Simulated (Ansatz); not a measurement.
# C₂H₆Ge: small, medium and large basis sets

An exercise on one series of results from a longer session: the logs are not shown, and one member is left open.

Method: one geometry, several basis sets; program: Ansatz 0.2.0, Gaussian basis.

Plan: PBE0-D4/def2-SVP; ωB97M-V/def2-SVP; PBE0-D4/def2-QZVPP; ωB97M-V/def2-QZVPP; the functionals' def2-TZVPP values are taken from earlier runs.

## The geometry

The geometry comes from an earlier relaxation with PBE0-D4 in a triple-zeta def2 set; it is a stationary point, not always the lowest conformer.

SMILES `C[CH2][GeH]`, 9 atoms, charge 0, spin multiplicity 1.

Atoms are counted from 1 here; the program's logs count them from 0.

Bond lengths: C1–C2 1.522 Å, C1–H4 1.095 Å, C1–H5 1.093 Å, C1–H6 1.092 Å, C2–Ge3 1.993 Å, C2–H7 1.094 Å, C2–H8 1.104 Å, Ge3–H9 1.602 Å. Angles: C2–C1–H4 111.9°, C2–C1–H5 111.5°, C2–C1–H6 111.1°, H4–C1–H5 107.0°, H4–C1–H6 108.0°, H5–C1–H6 107.2°, C1–C2–Ge3 118.6°, C1–C2–H7 111.7°, C1–C2–H8 110.1°, Ge3–C2–H7 109.0°, Ge3–C2–H8 101.1°, H7–C2–H8 105.1°, C2–Ge3–H9 93.5°.

Set-up of the first run:

Input file in.yaml:

```yaml
crystal:
  periodic: [false, false, false]
  atoms:
    - {symbol: C, position_ang: [-0.575593, 0.537299, -0.536793]}
    - {symbol: C, position_ang: [0.356541, -0.618659, -0.205112]}
    - {symbol: Ge, position_ang: [1.552870, -0.456457, 1.380592]}
    - {symbol: H, position_ang: [-1.226547, 0.306864, -1.386269]}
    - {symbol: H, position_ang: [-0.016741, 1.439879, -0.798408]}
    - {symbol: H, position_ang: [-1.210177, 0.786818, 0.316344]}
    - {symbol: H, position_ang: [0.953955, -0.917314, -1.071947]}
    - {symbol: H, position_ang: [-0.230692, -1.515131, 0.061936]}
    - {symbol: H, position_ang: [0.484884, 0.390399, 2.222557]}
basis:
  gaussian: {orbitals: def2-SVP}
hamiltonian: {xc: pbe0, dispersion: d4}
output: {orbitals: {seedname: orbitals}}
```

Command:

```sh
> ansatz run in.yaml --threads 4 --pin off --events-out ev --progress --plain --max-ram 10444MiB
```

Steps of the session up to this table: PBE0-D4 in def2-SVP; ωB97M-V in def2-SVP; PBE0-D4 in def2-QZVPP; ωB97M-V in def2-QZVPP.

One of the session's tables, all rows but one given; the rest of the session is left out.

It belongs to the step «Density functionals: the series». 

```
functional       basis  HOMO (eV)  LUMO (eV)
   PBE0-D4    def2-SVP          ?          ?
   PBE0-D4  def2-TZVPP      -6.27      -2.52
   PBE0-D4  def2-QZVPP      -6.31      -2.57
   ωB97M-V    def2-SVP      -8.35      -0.51
   ωB97M-V  def2-TZVPP      -8.39      -0.55
   ωB97M-V  def2-QZVPP      -8.42      -0.68
```

Estimate the missing values for PBE0-D4, def2-SVP.

The run gave: HOMO (eV): -6.25; LUMO (eV): -2.51. In the column «HOMO (eV)» it is the highest.
